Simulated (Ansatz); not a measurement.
**AlCl4F2HHf (built from SMILES [Cl][Hf]([Cl])([Cl])[Cl].[F][AlH][F]): a barrier at many levels of theory**

How high is the barrier of this step (H2–Hf5 formed), and how far do cheaper methods land from CCSD(T)?

Method: single points in def2-TZVPP on PBE0-D4/def2-TZVP structures; program: Ansatz 0.2.0, Gaussian basis.

Levels: SPW92, PBE-D4, BLYP-D4, r2SCAN-D4, B97M-V, PBE0-D4, B3LYP-D4, r2SCAN0-D4, BHLYP-D4, CAM-B3LYP-D4, wB97X-V, wB97M-V, B2PLYP, PBE-QIDH, RPA on PBE, Hartree-Fock, MP2, CCSD, CCSD(T). The reference is CCSD(T) at the basis limit, from triple and quadruple zeta. Zero-point energies come from PBE0-D4 vibrations.

Cores are frozen in the correlated methods. Core potentials replace the inner electrons past krypton, and spin-orbit coupling is left out. B3LYP uses VWN-RPA correlation. B2PLYP carries no dispersion term here.

80 further runs of the same task are left out: 80 set aside as unsound or not needed.

**1. The three structures**

Charge 0, multiplicity 1. The folders r, ts and p hold the start, the saddle and the end; their coordinates stand in the first inputs.

```
  pair  r (Å)  ts (Å)  p (Å)
H2–Hf5  4.396   2.863  2.189
```

**2. SPW92/def2-TZVPP**

r/in.yaml reads:

```yaml
crystal:
  periodic: [false, false, false]
  atoms:
    - {symbol: Al, position_ang: [-0.865447, -1.571552, 0.812619]}
    - {symbol: H, position_ang: [-1.868084, -1.461040, 2.002456]}
    - {symbol: F, position_ang: [-1.054820, -0.196003, -0.348879]}
    - {symbol: F, position_ang: [-0.678151, -2.924431, -0.102493]}
    - {symbol: Hf, position_ang: [0.565266, 1.131487, -0.582105]}
    - {symbol: Cl, position_ang: [1.167660, -0.700134, 1.236781]}
    - {symbol: Cl, position_ang: [-0.650236, 2.150634, -2.280724]}
    - {symbol: Cl, position_ang: [0.819969, 2.858526, 0.930525]}
    - {symbol: Cl, position_ang: [2.563942, 0.712514, -1.668181]}
basis:
  gaussian: {orbitals: def2-TZVPP}
hamiltonian: {xc: lda}
```

ts/in.yaml reads:

```yaml
crystal:
  periodic: [false, false, false]
  atoms:
    - {symbol: Al, position_ang: [-0.722305, -1.524318, 0.614005]}
    - {symbol: H, position_ang: [-1.543457, -0.260585, 1.115791]}
    - {symbol: F, position_ang: [-0.375338, -0.898936, -1.016179]}
    - {symbol: F, position_ang: [-1.121132, -3.103522, 0.733807]}
    - {symbol: Hf, position_ang: [0.486840, 0.995458, -0.465249]}
    - {symbol: Cl, position_ang: [1.344347, -0.931913, 1.183407]}
    - {symbol: Cl, position_ang: [-1.190154, 2.043018, -1.679963]}
    - {symbol: Cl, position_ang: [0.742911, 2.499021, 1.282500]}
    - {symbol: Cl, position_ang: [2.378388, 1.181776, -1.768119]}
basis:
  gaussian: {orbitals: def2-TZVPP}
hamiltonian: {xc: lda}
```

p/in.yaml reads:

```yaml
crystal:
  periodic: [false, false, false]
  atoms:
    - {symbol: Al, position_ang: [-0.563929, -1.535224, 0.531857]}
    - {symbol: H, position_ang: [-1.162394, -0.037258, 0.840262]}
    - {symbol: F, position_ang: [-0.243671, -1.030934, -1.113437]}
    - {symbol: F, position_ang: [-1.340708, -2.928000, 0.858500]}
    - {symbol: Hf, position_ang: [0.328282, 0.989982, -0.390291]}
    - {symbol: Cl, position_ang: [1.443003, -1.063596, 1.188508]}
    - {symbol: Cl, position_ang: [-1.344548, 2.001446, -1.632159]}
    - {symbol: Cl, position_ang: [0.621219, 2.459012, 1.380834]}
    - {symbol: Cl, position_ang: [2.262845, 1.144570, -1.664076]}
basis:
  gaussian: {orbitals: def2-TZVPP}
hamiltonian: {xc: lda}
```

Each run has its own folder and the same command.

Command:

```console
> ansatz run in.yaml --threads 4 --pin off --events-out ev --progress --plain --max-ram 63488MiB --backend cuda --devices 0, --max-vram 37GiB
```

After this run come: PBE-D4/def2-TZVPP; BLYP-D4/def2-TZVPP; r2SCAN-D4/def2-TZVPP; B97M-V/def2-TZVPP; PBE0-D4/def2-TZVPP; B3LYP-D4/def2-TZVPP; r2SCAN0-D4/def2-TZVPP; BHLYP-D4/def2-TZVPP; CAM-B3LYP-D4/def2-TZVPP; wB97X-V/def2-TZVPP; wB97M-V/def2-TZVPP; B2PLYP/def2-TZVPP; PBE-QIDH/def2-TZVPP; RPA on PBE/def2-TZVPP; CCSD(T)/def2-TZVPP; MP2/def2-QZVPP; SPW92/def2-SVP; PBE-D4/def2-SVP; PBE0-D4/def2-SVP; wB97M-V/def2-SVP; CCSD(T)/def2-SVP; Vibrations of the start structure; Vibrations of the end structure.

Q: Predict the outcome of this session. Wanted: barrier, CCSD(T)/CBS; reverse barrier, CCSD(T)/CBS; step energy, CCSD(T)/CBS; barrier with zero-point energy; step energy with zero-point energy; imaginary mode at the saddle; largest T1 diagnostic.

The runs gave:

| quantity | value |
| --- | --- |
| barrier, CCSD(T)/CBS | 27.4 kJ/mol |
| reverse barrier, CCSD(T)/CBS | 8.1 kJ/mol |
| step energy, CCSD(T)/CBS | +19.3 kJ/mol |
| barrier with zero-point energy | 27.4 kJ/mol |
| step energy with zero-point energy | +22.3 kJ/mol |
| imaginary mode at the saddle | 124i cm⁻¹ |
| largest T1 diagnostic | 0.014 |

In words: wB97X-V is the best functional here (-0.2 kJ/mol from CCSD(T)/CBS); BHLYP-D4 is the worst (+7.9 kJ/mol). Mean unsigned error by rung: LDA 7.6, GGA 4.0, meta-GGA 2.3, hybrid 4.1, range-separated hybrid 2.4, double hybrid 2.5 kJ/mol. PBE-D4 gives a barrier 1.4 kJ/mol too low, inside chemical accuracy (1 kcal/mol, 4.2 kJ/mol). Hartree-Fock, with no correlation, is off by +11.7 kJ/mol.
